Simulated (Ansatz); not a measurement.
Zr₂CN, space group R-3m, a comparison of functionals at one structure

Program: the Ansatz DFT code, driven from Python.

The script reads `zr2cn.vasp`:
```text
Zr2CN
1.0
   1.64498280    0.94973126    5.37261829
  -1.64498280    0.94973126    5.37261829
   0.00000000   -1.89946252    5.37261829
Zr C N
2 1 1
Direct
   0.74906726    0.74906726    0.74906726
   0.25093274    0.25093274    0.25093274
   0.00000000    0.00000000    0.00000000
   0.50000000    0.50000000    0.50000000
```

The cells in order, each with its output:

**Cell 1**
```python
import csv
import warnings

import ansatz as az
from ase.io import read
```

**Cell 2**
```python
warnings.simplefilter("ignore", az.DeckWarning)
```

**Cell 3**
```python
atoms = read("zr2cn.vasp", format="vasp")
zr2cn = az.Crystal.from_ase(atoms)
```

**Cell 4**
```python
setup = (
    zr2cn.calculation()
    .pseudopotentials("paw")
    .basis(510)
    .kpoints(length=20)
    .occupations("Fermi-Dirac", width=0.1)
)
```

**Cell 5**
```python
rows = []
for value in ["blyp", "pbesol", "lda"]:
    data = setup.functional(value).run().report
    rows.append((value, data["free_energy_ev"] / len(data["lattice"]["sites"]), data["n_iterations"], data["n_kpoints"]))
```

**Cell 6**
```python
with open("xc.csv", "w", newline="") as handle:
    writer = csv.writer(handle)
    writer.writerow(["functional", "F/atom (eV)", "iterations", "k-points"])
    writer.writerows([round(v, 5) if isinstance(v, float) else v for v in row] for row in rows)
print(open("xc.csv").read())
```
Output:
```text
functional,F/atom (eV),iterations,k-points
blyp,-2258.88804,8,44
pbesol,-2222.08043,7,44
lda,-2194.44545,7,44
```

Notes:
- The run is spin-unpolarised.
- BLYP can be off by several per cent in the lattices of metals, and by several GPa in the pressure at a fixed cell.
- The mesh is modest for a metal, so energies can be off by several to tens of meV an atom and pressures by half a GPa or more; differences at equal mesh fare better.
- This cell is a computed structure, which may not be the phase found in nature.
- Total energies of different functionals can't be compared; pressures, moments and gaps at this one structure can.
- Finished in 7.3 s on 1 thread of Arm Neoverse V2 (shared host), peak memory 0.47 GiB.
